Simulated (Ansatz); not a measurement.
# FH₅O₅W: how energies converge with the basis set

An exercise on one series of results from a longer session: the logs are not shown, and one member is left open.

The runs use Ansatz 0.2.0, Gaussian basis; one geometry, several basis sets.

Levels to be run: PBE0-D4/def2-SVP; ωB97M-V/def2-SVP; PBE0-D4/def2-QZVPP; ωB97M-V/def2-QZVPP; the functionals' def2-TZVPP values are taken from earlier runs.

## Structure used throughout

All runs share one geometry, relaxed beforehand with PBE0-D4 in a triple-zeta def2 set. W takes the def2 core potential; no spin-orbit term is included.

SMILES `[OH][W]([OH])([OH])([OH])([OH])[F]`, 12 atoms, charge 0, spin multiplicity 1.

Atoms are counted from 1 here; the program's logs count them from 0.

Bond lengths: O1–W2 1.888 Å, O1–H8 0.960 Å, W2–O3 1.880 Å, W2–O4 1.861 Å, W2–O5 1.929 Å, W2–O6 1.935 Å, W2–F7 1.903 Å, O3–H9 0.963 Å, O4–H10 0.960 Å, O5–H11 0.961 Å, O6–H12 0.960 Å. Angles: W2–O1–H8 123.0°, O1–W2–O3 90.4°, O1–W2–O4 91.3°, O1–W2–O5 104.8°, O1–W2–O6 164.2°, O1–W2–F7 82.6°, O3–W2–O4 97.6°, O3–W2–O5 164.9°, O3–W2–O6 78.4°, O3–W2–F7 99.7°, O4–W2–O5 82.6°, O4–W2–O6 101.1°, O4–W2–F7 161.8°, O5–W2–O6 86.7°, O5–W2–F7 82.3°, O6–W2–F7 88.2°, W2–O3–H9 118.2°, W2–O4–H10 124.1° and more.

Set-up of the first run:

File in.yaml:

```yaml
crystal:
  periodic: [false, false, false]
  atoms:
    - {symbol: O, position_ang: [0.148477, -2.017174, -0.219957]}
    - {symbol: W, position_ang: [0.080185, -0.155131, 0.081751]}
    - {symbol: O, position_ang: [1.553146, -0.276773, 1.244302]}
    - {symbol: O, position_ang: [-1.257833, -0.366532, 1.357562]}
    - {symbol: O, position_ang: [-1.392216, 0.464242, -0.999761]}
    - {symbol: O, position_ang: [0.538045, 1.709210, 0.327908]}
    - {symbol: F, position_ang: [0.994194, -0.098693, -1.586464]}
    - {symbol: H, position_ang: [0.759448, -2.424067, -0.839176]}
    - {symbol: H, position_ang: [1.959338, 0.541057, 1.550555]}
    - {symbol: H, position_ang: [-2.197613, -0.360371, 1.159252]}
    - {symbol: H, position_ang: [-1.177486, 0.652207, -1.917820]}
    - {symbol: H, position_ang: [-0.007684, 2.332045, -0.158150]}
basis:
  gaussian: {orbitals: def2-SVP}
hamiltonian: {xc: pbe0, dispersion: d4}
output: {orbitals: {seedname: orbitals}}
```

Among the steps run: PBE0-D4 in def2-SVP; ωB97M-V in def2-SVP; PBE0-D4 in def2-QZVPP; ωB97M-V in def2-QZVPP.

One of the session's tables, all rows but one given; the rest of the session is left out.

It belongs to the step «Functionals by basis». 

```
functional       basis  HOMO (eV)  LUMO (eV)
   PBE0-D4    def2-SVP      -8.92      -2.53
   PBE0-D4  def2-TZVPP      -9.02      -2.50
   PBE0-D4  def2-QZVPP      -9.07      -2.57
   ωB97M-V    def2-SVP     -11.32      -0.41
   ωB97M-V  def2-TZVPP     -11.43      -0.39
   ωB97M-V  def2-QZVPP          ?          ?
```

Estimate the missing values for ωB97M-V, def2-QZVPP.

**Answer.** HOMO (eV): -11.49; LUMO (eV): -0.48. In the column «HOMO (eV)» it is the lowest.
